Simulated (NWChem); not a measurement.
**C2H9BOSi (SMILES CCBO[SiH3]): levels of theory compared**

Wanted: a comparison of 4 runs (HF/STO-3G, HF/3-21G, B3LYP/6-31G*) of C2H9BOSi. 

The calculation is run with NWChem 7.3.0.

### 1 The system as given

C2H9BOSi has 14 atoms, charge 0, and is taken as a singlet. As SMILES, `CCBO[SiH3]`. The coordinates come from a PBE0-D4/def2-TZVP relaxation. This is one conformer, not always the lowest.

Bond lengths: C1–C2 1.525 Å, C2–B3 1.563 Å, B3–O4 1.356 Å, O4–Si5 1.652 Å, C1–H6 1.092 Å, C1–H7 1.093 Å, C1–H8 1.093 Å, C2–H9 1.102 Å, C2–H10 1.096 Å, B3–H11 1.209 Å, Si5–H12 1.486 Å, Si5–H13 1.483 Å, Si5–H14 1.483 Å. Some angles: C1–C2–B3 115.4°, C2–B3–O4 120.1°, B3–O4–Si5 132.1°, C1–C2–H9 109.3°, C1–C2–H10 111.5°, B3–C2–H9 105.0°, B3–C2–H10 110.2°, C2–C1–H6 112.0°, C2–C1–H7 111.2°, C2–C1–H8 111.3°.

### 2 Energy and forces at HF/STO-3G (run 1)

File mymol.nw:

```
start mymol
memory 2200 mb
geometry noautosym nocenter noautoz
C       -1.610600       1.298300       1.356100
C       -0.218300       1.122300       0.759700
B        0.049000      -0.257500       0.075400
O        0.989700      -0.363700      -0.896100
Si       1.544600      -1.654600      -1.765800
H       -1.707600       2.243100       1.895900
H       -1.846300       0.491400       2.054700
H       -2.379900       1.286000       0.579500
H        0.533300       1.193100       1.562800
H        0.029900       1.939200       0.073200
H       -0.543000      -1.256700       0.413000
H        0.822000      -2.892800      -1.375400
H        2.995500      -1.806400      -1.499000
H        1.328600      -1.370900      -3.205100
end
basis spherical bse
* library STO-3G
end
scf
thresh 1e-08
maxiter 80
end
task scf gradient
```

Run with:

```console
nwchem mymol.nw > mymol.out
```

What it wrote:

```text
[...]
  functions       =    38
[...]
  wavefunction    = RHF
[...]
         Total SCF energy =   -463.960569608811
      One-electron energy =  -1058.481275483503
      Two-electron energy =    384.604208319299
 Nuclear repulsion energy =    209.916497555393
        Time for solution =      3.1s
[...]
                         RHF ENERGY GRADIENTS
    atom               coordinates                        gradient
                 x          y          z           x          y          z
   1 C      -3.043593   2.453431   2.562657    0.019714  -0.002111  -0.006113
   2 C      -0.412527   2.120839   1.435625   -0.024908  -0.014018  -0.004799
   3 B       0.092597  -0.486604   0.142485   -0.020793   0.045298   0.037224
   4 O       1.870262  -0.687293  -1.693383    0.030707  -0.019675  -0.035623
   5 Si      2.918871  -3.126741  -3.336878   -0.010603   0.033478   0.018859
   6 H      -3.226896   4.238844   3.582732   -0.001681   0.003902   0.002656
   7 H      -3.489001   0.928611   3.882820   -0.002564  -0.004223   0.003551
   8 H      -4.497359   2.430188   1.095096   -0.004586  -0.000206  -0.003336
   9 H       1.007791   2.254632   2.953264    0.008874  -0.001315   0.004475
  10 H       0.056503   3.664557   0.138328    0.005707   0.004335  -0.004946
  11 H      -1.026121  -2.374819   0.780457   -0.010180  -0.021665   0.004168
[...]
```

Wall time 4.5 s (1 thread of Intel Xeon Platinum 8488C (Sapphire Rapids), shared host); peak memory 0.099 GiB.

### 3 Energy and forces at HF/3-21G (run 2)

File mymol.nw:

```
start mymol
title "C2H9BOSi"
memory 2200 mb
charge 0

geometry noautosym nocenter noautoz
  C     -1.610600     1.298300     1.356100
  C     -0.218300     1.122300     0.759700
  B      0.049000    -0.257500     0.075400
  O      0.989700    -0.363700    -0.896100
  Si     1.544600    -1.654600    -1.765800
  H     -1.707600     2.243100     1.895900
  H     -1.846300     0.491400     2.054700
  H     -2.379900     1.286000     0.579500
  H      0.533300     1.193100     1.562800
  H      0.029900     1.939200     0.073200
  H     -0.543000    -1.256700     0.413000
  H      0.822000    -2.892800    -1.375400
  H      2.995500    -1.806400    -1.499000
  H      1.328600    -1.370900    -3.205100
end

basis spherical bse
  * library 3-21G
end

scf
  thresh 1e-08
  maxiter 80
end

task scf gradient
```

Run with:

```console
nwchem mymol.nw > mymol.out
```

What it wrote:

```text
[...]
  functions       =    67
[...]
  wavefunction    = RHF
[...]
         Total SCF energy =   -467.012891819317
      One-electron energy =  -1059.004916829604
      Two-electron energy =    382.075527454893
 Nuclear repulsion energy =    209.916497555393
        Time for solution =      3.7s
[...]
                         RHF ENERGY GRADIENTS
    atom               coordinates                        gradient
                 x          y          z           x          y          z
   1 C      -3.043593   2.453431   2.562657    0.016082  -0.002126  -0.006754
   2 C      -0.412527   2.120839   1.435625   -0.014207  -0.006402  -0.001052
   3 B       0.092597  -0.486604   0.142485    0.014231  -0.005414  -0.011788
   4 O       1.870262  -0.687293  -1.693383    0.002027  -0.005961  -0.004135
   5 Si      2.918871  -3.126741  -3.336878   -0.016424   0.014394   0.020118
   6 H      -3.226896   4.238844   3.582732   -0.000922   0.004653   0.002849
   7 H      -3.489001   0.928611   3.882820   -0.001685  -0.003891   0.003093
   8 H      -4.497359   2.430188   1.095096   -0.003909  -0.000228  -0.003205
   9 H       1.007791   2.254632   2.953264    0.003863  -0.001348   0.001755
  10 H       0.056503   3.664557   0.138328    0.002701   0.004312  -0.003021
  11 H      -1.026121  -2.374819   0.780457   -0.001972  -0.002901   0.001189
[...]
```

Run time: 5.4 s. Hardware: 1 thread of Intel Xeon Platinum 8488C (Sapphire Rapids), shared host; peak memory 0.1 GiB.

### 4 Energy and gradient at B3LYP/6-31G(d) (spherical functions) (run 3)

File c2h9bosi.xyz:

```xyz
14
C2H9BOSi B3LYP
C     -1.610600     1.298300     1.356100
C     -0.218300     1.122300     0.759700
B      0.049000    -0.257500     0.075400
O      0.989700    -0.363700    -0.896100
Si     1.544600    -1.654600    -1.765800
H     -1.707600     2.243100     1.895900
H     -1.846300     0.491400     2.054700
H     -2.379900     1.286000     0.579500
H      0.533300     1.193100     1.562800
H      0.029900     1.939200     0.073200
H     -0.543000    -1.256700     0.413000
H      0.822000    -2.892800    -1.375400
H      2.995500    -1.806400    -1.499000
H      1.328600    -1.370900    -3.205100
```

File run.py:

```python
from ase.io import read
from ase.calculators.nwchem import NWChem

molecule = read('c2h9bosi.xyz')

calc = NWChem(
    label='c2h9bosi',
    theory='dft',
    memory='2200 mb',
    basis='6-31G*',
    basispar='spherical bse',
    dft={'xc': 'b3lyp', 'mult': '1', 'grid': 'fine', 'convergence': 'energy 1e-08', 'iterations': '100', 'mulliken': None},
)
molecule.calc = calc

forces = molecule.get_forces()
e = molecule.get_potential_energy()
print(f"E = {e:.6f} eV")
print("forces (eV/A):")
for s, f in zip(molecule.symbols, forces):
    print(f"{s:2s} {f[0]:10.5f} {f[1]:10.5f} {f[2]:10.5f}")
print("dipole (e A):", molecule.get_dipole_moment().round(4))
```

Run with:

```console
export ASE_NWCHEM_COMMAND="nwchem PREFIX.nwi > PREFIX.nwo"
python run.py
```

What it wrote:

```text
E = -12824.044513 eV
forces (eV/A):
C    -0.17391    0.03378    0.07919
C     0.20049    0.04016   -0.03502
B    -0.19278   -0.17905    0.10459
O    -0.01507    0.42027    0.11621
Si    0.18342   -0.38983   -0.27824
H    -0.02731    0.11560    0.06808
H    -0.03846   -0.08130    0.08125
H    -0.10135    0.00381   -0.07821
H     0.06510    0.03234    0.09554
H     0.01825    0.09873   -0.06248
H     0.02736    0.01702   -0.00946
H     0.00977   -0.04865   -0.02144
H     0.02720   -0.03270   -0.02427
H     0.01728   -0.03013   -0.03574
dipole (e A): [ 0.0498 -0.0732 -0.0369]
```

The calculator wrote c2h9bosi.nwi:

```
title "c2h9bosi"

permanent_dir c2h9bosi

scratch_dir c2h9bosi

start c2h9bosi

geometry units angstrom nocenter noautosym noautoz
  C  -1.6106000000000000e+00 1.2983000000000000e+00 1.3561000000000001e+00
  C  -2.1829999999999999e-01 1.1223000000000001e+00 7.5970000000000004e-01
  B  4.9000000000000002e-02 -2.5750000000000001e-01 7.5399999999999995e-02
  O  9.8970000000000002e-01 -3.6370000000000002e-01 -8.9610000000000001e-01
  Si 1.5446000000000000e+00 -1.6546000000000001e+00 -1.7658000000000000e+00
  H  -1.7076000000000000e+00 2.2431000000000001e+00 1.8958999999999999e+00
  H  -1.8463000000000001e+00 4.9140000000000000e-01 2.0547000000000000e+00
  H  -2.3799000000000001e+00 1.2860000000000000e+00 5.7950000000000002e-01
  H  5.3330000000000000e-01 1.1931000000000000e+00 1.5628000000000000e+00
  H  2.9899999999999999e-02 1.9392000000000000e+00 7.3200000000000001e-02
  H  -5.4300000000000004e-01 -1.2566999999999999e+00 4.1299999999999998e-01
  H  8.2199999999999995e-01 -2.8927999999999998e+00 -1.3754000000000000e+00
  H  2.9954999999999998e+00 -1.8064000000000000e+00 -1.4990000000000001e+00
  H  1.3286000000000000e+00 -1.3709000000000000e+00 -3.2050999999999998e+00
end

memory 2200 mb

basis spherical bse noprint
   * library 6-31G*
end

dft
  xc b3lyp
  mult 1
  grid fine
  convergence energy 1e-08
  iterations 100
  mulliken
end

task dft gradient
```

c2h9bosi.nwo:

```text
Northwest Computational Chemistry Package (NWChem) 7.3.0
             --------------------------------------------------------

           Job information
           ---------------

    nwchem branch   = 7.3.0
    use scalapack   = T
    input           = c2h9bosi.nwi
    prefix          = c2h9bosi.
    data base       = c2h9bosi/c2h9bosi.db
    status          = startup
    nproc           =        1

           Memory information
           ------------------

    heap     =     72089596 doubles =      550.0 Mbytes
    stack    =     72089601 doubles =      550.0 Mbytes
    global   =    144179200 doubles =     1100.0 Mbytes (distinct from heap & stack)
    total    =    288358397 doubles =     2200.0 Mbytes
    verify   = yes
    hardfail = no

[... 119 lines left out ...]
  convergence criterion.
[... 42 lines left out ...]
          Spatial weights used:  Erf1
[... 89 lines left out ...]
         Total DFT energy =     -471.274947255767
[... 3 lines left out ...]
 Nuclear repulsion energy =      209.916497555393
[... 713 lines left out ...]
          Convergence on gradient requested:  5.00D-04
[... 29 lines left out ...]
          total energy or number of iterations.
[... 26 lines left out ...]
                         DFT ENERGY GRADIENTS

    atom               coordinates                        gradient
                 x          y          z           x          y          z
   1 C      -3.043593   2.453431   2.562657    0.003382  -0.000657  -0.001540
   2 C      -0.412527   2.120839   1.435625   -0.003899  -0.000781   0.000681
   3 B       0.092597  -0.486604   0.142485    0.003749   0.003482  -0.002034
[... 10 lines of this table left out ...]
  14 H       2.510690  -2.590625  -6.056761   -0.000336   0.000586   0.000695

                 ----------------------------------------
                 |  Time  |  1-e(secs)   |  2-e(secs)   |
                 ----------------------------------------
                 |  CPU   |       0.01   |       5.46   |
                 ----------------------------------------
                 |  WALL  |       0.01   |       5.46   |
                 ----------------------------------------

 Task  times  cpu:       29.0s     wall:       29.0s
 Total times  cpu:       29.0s     wall:       29.0s
```

Run time: 30 s. Hardware: 1 thread of Intel Xeon Platinum 8488C (Sapphire Rapids), shared host; peak memory 0.12 GiB.

### 5 Energy and gradient at B3LYP/6-31G(d) (Cartesian functions) (run 4)

File mymol.nw:

```
start mymol
title "C2H9BOSi gradient"
memory total 2200 mb
charge 0

geometry noautosym nocenter noautoz
C    -1.610600    1.298300    1.356100
C    -0.218300    1.122300    0.759700
B     0.049000   -0.257500    0.075400
O     0.989700   -0.363700   -0.896100
Si    1.544600   -1.654600   -1.765800
H    -1.707600    2.243100    1.895900
H    -1.846300    0.491400    2.054700
H    -2.379900    1.286000    0.579500
H     0.533300    1.193100    1.562800
H     0.029900    1.939200    0.073200
H    -0.543000   -1.256700    0.413000
H     0.822000   -2.892800   -1.375400
H     2.995500   -1.806400   -1.499000
H     1.328600   -1.370900   -3.205100
end

basis
* library 6-31G*
end

dft
xc b3lyp
grid fine
convergence energy 1e-08
iterations 100
mulliken
end

task dft gradient
```

Run with:

```console
nwchem mymol.nw > mymol.out
```

What it wrote:

```text
[...]
          Wavefunction type:  closed shell.
          No. of atoms     :    14
          No. of electrons :    48
[...]
          Charge           :     0
          Spin multiplicity:     1
[...]
          AO basis - number of functions:    97
[...]
              XC Information
              --------------
                         B3LYP Method XC Potential
                     Hartree-Fock (Exact) Exchange  0.200
                        Slater Exchange Functional  0.800 local
                    Becke 1988 Exchange Functional  0.720 non-local
              Lee-Yang-Parr Correlation Functional  0.810
                  VWN I RPA Correlation Functional  0.190 local
[...]
 d= 0,ls=0.0,diis     1   -471.2018880542 -6.81D+02  1.23D-02  7.31D-01     3.3
[...]
 d= 0,ls=0.0,diis     8   -471.2794925707  7.26D-09  4.30D-06  3.34D-07    21.9
         Total DFT energy =     -471.279492570652
      One electron energy =    -1062.971409307442
           Coulomb energy =      429.671231819348
    Exchange-Corr. energy =      -47.895812637951
 Nuclear repulsion energy =      209.916497555393
[...]
  wavefunction    = closed shell
                         DFT ENERGY GRADIENTS
    atom               coordinates                        gradient
                 x          y          z           x          y          z
   1 C      -3.043593   2.453431   2.562657    0.003263  -0.000650  -0.001492
   2 C      -0.412527   2.120839   1.435625   -0.003814  -0.000746   0.000678
   3 B       0.092597  -0.486604   0.142485    0.003645   0.003402  -0.001957
   4 O       1.870262  -0.687293  -1.693383    0.000238  -0.007796  -0.002124
   5 Si      2.918871  -3.126741  -3.336878   -0.003385   0.007165   0.005129
   6 H      -3.226896   4.238844   3.582732    0.000528  -0.002203  -0.001303
   7 H      -3.489001   0.928611   3.882820    0.000744   0.001542  -0.001552
   8 H      -4.497359   2.430188   1.095096    0.001937  -0.000074   0.001488
   9 H       1.007791   2.254632   2.953264   -0.001241  -0.000634  -0.001820
  10 H       0.056503   3.664557   0.138328   -0.000338  -0.001884   0.001179
  11 H      -1.026121  -2.374819   0.780457   -0.000539  -0.000278   0.000211
[...]
```

It took 31 s on 1 thread of Intel Xeon Platinum 8488C (Sapphire Rapids), shared host; peak memory 0.13 GiB.

### 6 Overview of the runs

```csv
run,level,iteration cap,module,energy (Eh),dipole moment (D),HOMO energy (eV),LUMO energy (eV),wall time
1,HF/STO-3G,80,scf,-463.960570,1.47,-8.97,8.80,4.5 s
2,HF/3-21G,80,scf,-467.012892,0.98,-11.29,4.23,5.4 s
3,B3LYP/6-31G* (spherical functions),100,dft,-471.274947,0.46,-7.63,0.14,30 s
4,B3LYP/6-31G* (Cartesian functions),100,dft,-471.279493,0.46,-7.63,0.14,31 s
```

### 7 What came out

| quantity | value |
| --- | --- |
| run 4: total energy | -471.27949 Eh |
| run 4: dipole moment | 0.46 D |
| run 4: HOMO energy | -7.63 eV |
| run 4: LUMO energy | 0.14 eV |
| run 4: HOMO–LUMO gap | 7.76 eV |
| run 4: largest force on an atom | 0.485 eV/Å |

In words: The dipole moment (its size) runs from 0.46 D (B3LYP/6-31G*) to 1.47 D (HF/STO-3G). The two ends differ in method and basis. The HOMO–LUMO gap runs from 7.76 eV (B3LYP/6-31G*) to 17.77 eV (HF/STO-3G). In run 1 the basis is minimal, so the values are rough. All runs together took 71 s, the longest 31 s.
